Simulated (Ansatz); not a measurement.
# CHBF4O: basis-set convergence

The task here is to estimate one member of a computed series from the others.

Method: one geometry, several basis sets; program: Ansatz 0.2.0, Gaussian basis.

Plan: PBE0-D4/def2-SVP; ωB97M-V/def2-SVP; PBE0-D4/def2-QZVPP; ωB97M-V/def2-QZVPP; the functionals' def2-TZVPP values are taken from earlier runs.

## Structure used throughout

The geometry comes from an earlier relaxation with PBE0-D4 in a triple-zeta def2 set; it is a stationary point, not always the lowest conformer.

8 atoms, charge 0, spin multiplicity 1.

Atoms are counted from 1 here; the program's logs count them from 0.

Bond lengths: F1–B2 1.311 Å, B2–O3 1.369 Å, B2–H8 1.189 Å, O3–C4 1.351 Å, C4–F5 1.320 Å, C4–F6 1.332 Å, C4–F7 1.332 Å. Angles: F1–B2–O3 115.5°, F1–B2–H8 121.4°, O3–B2–H8 123.1°, B2–O3–C4 121.9°, O3–C4–F5 108.7°, O3–C4–F6 111.6°, O3–C4–F7 111.6°, F5–C4–F6 108.5°, F5–C4–F7 108.5°, F6–C4–F7 107.8°.

The first run:

in.yaml reads:

```yaml
crystal:
  periodic: [false, false, false]
  atoms:
    - {symbol: F, position_ang: [-0.900632, -2.205504, -0.921432]}
    - {symbol: B, position_ang: [-0.158940, -1.311306, -0.313749]}
    - {symbol: O, position_ang: [-0.602887, -0.019523, -0.399560]}
    - {symbol: C, position_ang: [0.062157, 1.004583, 0.179130]}
    - {symbol: F, position_ang: [-0.590107, 2.125850, -0.065869]}
    - {symbol: F, position_ang: [0.152572, 0.847717, 1.498911]}
    - {symbol: F, position_ang: [1.298887, 1.121037, -0.302075]}
    - {symbol: H, position_ang: [0.831050, -1.620054, 0.268845]}
basis:
  gaussian: {orbitals: def2-SVP}
hamiltonian: {xc: pbe0, dispersion: d4}
output: {orbitals: {seedname: orbitals}}
```

Among the steps run: PBE0-D4 in def2-SVP; ωB97M-V in def2-SVP; PBE0-D4 in def2-QZVPP; ωB97M-V in def2-QZVPP.

One of the session's tables, all rows but one given; the rest of the session is left out.

It belongs to the step «Functionals by basis». 

| functional | basis | HOMO (eV) |
| --- | --- | --- |
| PBE0-D4 | def2-SVP | -10.73 |
| PBE0-D4 | def2-TZVPP | -10.80 |
| PBE0-D4 | def2-QZVPP | ? |
| ωB97M-V | def2-SVP | -13.11 |
| ωB97M-V | def2-TZVPP | -13.21 |
| ωB97M-V | def2-QZVPP | -13.24 |

Q: Estimate the row for PBE0-D4, def2-QZVPP from the others.

As computed: HOMO (eV): -10.82. In the column «HOMO (eV)» it lies between ωB97M-V, def2-SVP (-13.11) and PBE0-D4, def2-TZVPP (-10.80).
